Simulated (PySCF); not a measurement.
# AgH3N (Ag ... H3N+): the cost of one run

Computed with PySCF 2.14.0 and routines of our own; the level stands in each step. Atoms count from 0.

1 further run of the same task is left out (for a known fault of the program).

### 1 The system as given

5 atoms, charge 1, high-spin multiplicity 3; geometry from: GFN2-xTB fragments, placed rigidly.

The system (radical pair): Ag···H3N+. The radical centres are 2.92 Å apart, face to face; the spin sites are atom 0 (1 unpaired) and atoms 1, 2, 3, 4 (1 unpaired).

### 2 Magnetic exchange: CASSCF and SC-NEVPT2/def2-TZVP (2,2)

What the job is given:

```
{"job": {"kind": "cas", "basis": "def2-TZVP", "active": "magnetic", "zfs": true}, "charge": 1, "high_spin_multiplicity": 3, "spin_sites": [[[0], 1], [[1, 2, 3, 4], 1]]}
Ag    -0.000000    -0.000000    -2.332800
N     -0.000000    -0.000000     0.583200
H     -0.881600    -0.528900     0.583200
H     -0.017200     1.027900     0.583200
H      0.898900    -0.499000     0.583200
```

Level: CASSCF and SC-NEVPT2/def2-TZVP spin states, gas phase.

Run with:

```
$ OMP_NUM_THREADS=1 python exch_run.py task.json out
```

One launch serves the whole session: the jobs run in the order shown.

**Question.** How long does this first job take on 1 thread of Arm Neoverse N1, shared host, and how much memory does it need?

About 3.1 s, with a peak of 0.23 GiB.
